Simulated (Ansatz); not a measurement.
# H8PtO6: the cost of one run

Computed with Ansatz 0.2.0 (DFT, PBE, plane-wave PAW, default files, scalar-relativistic, as far as a step names no other, unless a step's input says otherwise).

1 further run of the same task is left out (it didn't finish).

### Step 1. The system as given

It takes space group P1 (No. 1, triclinic). Conventional cell: a = 5.599 Å, b = 5.653 Å, c = 7.406 Å, α = 88.37°, β = 86.07°, γ = 81.54°. H (site symmetry 1) is surrounded by 1 O at 0.99 Å. H (site symmetry 1) is surrounded by 1 O at 1.08 Å. Around H (site symmetry 1) lie 1 O at 1.00 Å. H (site symmetry 1) has 1 O at 1.02 Å as nearest neighbours. H (site symmetry 1) has 1 O at 1.03 Å as nearest neighbours. H (site symmetry 1) is surrounded by 1 O at 1.05 Å. Only part of the 30 independent sites is listed.

As a file:

```
H Pt O
1.0
     5.59898    0.00000    0.00000
     0.83172    5.59139    0.00000
     0.50723    0.13743    7.38742
H Pt O
16 2 12
Direct
  0.72374 0.12554 0.74811
  0.42241 0.20680 0.87931
  0.08707 0.37809 0.67388
  0.40137 0.10100 0.16173
  0.51658 0.82040 0.17017
  0.14930 0.44742 0.34253
  0.86730 0.59287 0.35176
  0.62761 0.74899 0.91575
  0.45627 0.44770 0.49246
  0.46192 0.44740 0.99872
  0.73990 0.60111 0.60579
  0.12649 0.80921 0.80052
  0.17530 0.75021 0.50965
  0.85233 0.13891 0.22614
  0.97459 0.00866 0.02205
  0.94418 0.04477 0.47758
  0.49846 0.00256 0.49995
  0.99180 0.47748 0.00337
  0.57845 0.04288 0.75807
  0.93149 0.40324 0.74948
  0.40905 0.95349 0.24041
  0.02887 0.56257 0.27039
  0.64235 0.63358 0.01954
  0.32475 0.34446 0.49252
  0.34991 0.31689 0.99212
  0.65837 0.65468 0.49278
  0.10854 0.78857 0.93574
  0.17672 0.89189 0.58214
  0.87219 0.16083 0.08076
  0.80420 0.13061 0.41246
```

### Step 2. First run, atoms as given

Input file input.yaml:

```yaml
crystal:
  lattice:
    - [5.598982, 0.0, 0.0]
    - [0.831716, 5.591391, 0.0]
    - [0.507226, 0.13743, 7.387416]
  atoms:
    - { symbol: H, position: [0.723739, 0.125541, 0.748108] }
    - { symbol: H, position: [0.422415, 0.206801, 0.87931] }
    - { symbol: H, position: [0.087075, 0.378093, 0.673881] }
    - { symbol: H, position: [0.401374, 0.100996, 0.161733] }
    - { symbol: H, position: [0.51658, 0.820402, 0.170172] }
    - { symbol: H, position: [0.149295, 0.447418, 0.342534] }
    - { symbol: H, position: [0.867299, 0.592868, 0.351762] }
    - { symbol: H, position: [0.627608, 0.748995, 0.915754] }
    - { symbol: H, position: [0.456268, 0.447696, 0.492461] }
    - { symbol: H, position: [0.461922, 0.447399, 0.998724] }
    - { symbol: H, position: [0.739904, 0.601106, 0.605794] }
    - { symbol: H, position: [0.12649, 0.809212, 0.800517] }
    - { symbol: H, position: [0.175304, 0.750211, 0.509651] }
    - { symbol: H, position: [0.852332, 0.138912, 0.226144] }
    - { symbol: H, position: [0.974586, 0.008662, 0.022047] }
    - { symbol: H, position: [0.944184, 0.044772, 0.477579] }
    - { symbol: Pt, position: [0.498465, 0.002562, 0.499946] }
    - { symbol: Pt, position: [0.991802, 0.477481, 0.003375] }
    - { symbol: O, position: [0.578449, 0.042876, 0.758073] }
    - { symbol: O, position: [0.931488, 0.403237, 0.749476] }
    - { symbol: O, position: [0.409048, 0.953494, 0.240415] }
    - { symbol: O, position: [0.028868, 0.562568, 0.270393] }
    - { symbol: O, position: [0.64235, 0.633579, 0.019538] }
    - { symbol: O, position: [0.324754, 0.344456, 0.49252] }
    - { symbol: O, position: [0.349905, 0.316895, 0.992119] }
    - { symbol: O, position: [0.658366, 0.654677, 0.492782] }
    - { symbol: O, position: [0.108536, 0.788566, 0.935739] }
    - { symbol: O, position: [0.17672, 0.891888, 0.582143] }
    - { symbol: O, position: [0.872194, 0.160829, 0.080764] }
    - { symbol: O, position: [0.804198, 0.130608, 0.412456] }
kpoints:
  mp_grid: { grid: [5, 5, 4] }
scf:
  occupations: { method: fermi_dirac, width: 0.02 }
hamiltonian:
  xc: pbe
  pseudopotentials: { kind: paw }
output:
  forces: true
  stress: true
  populations: true
  efg:
    quadrupole_moments_barn: { H: 0.00285783, O: -0.02558 }
    contact_densities: true
```

On the command line:

```
> ansatz run input.yaml --threads 1 --pin off --max-ram 2560MiB --backend cpu --events-out ev --progress --plain --runs-dir out
```

What time and memory should one allow on 1 thread of Arm Neoverse V2, shared host?

About 2.6 min, with a peak of 0.97 GiB.
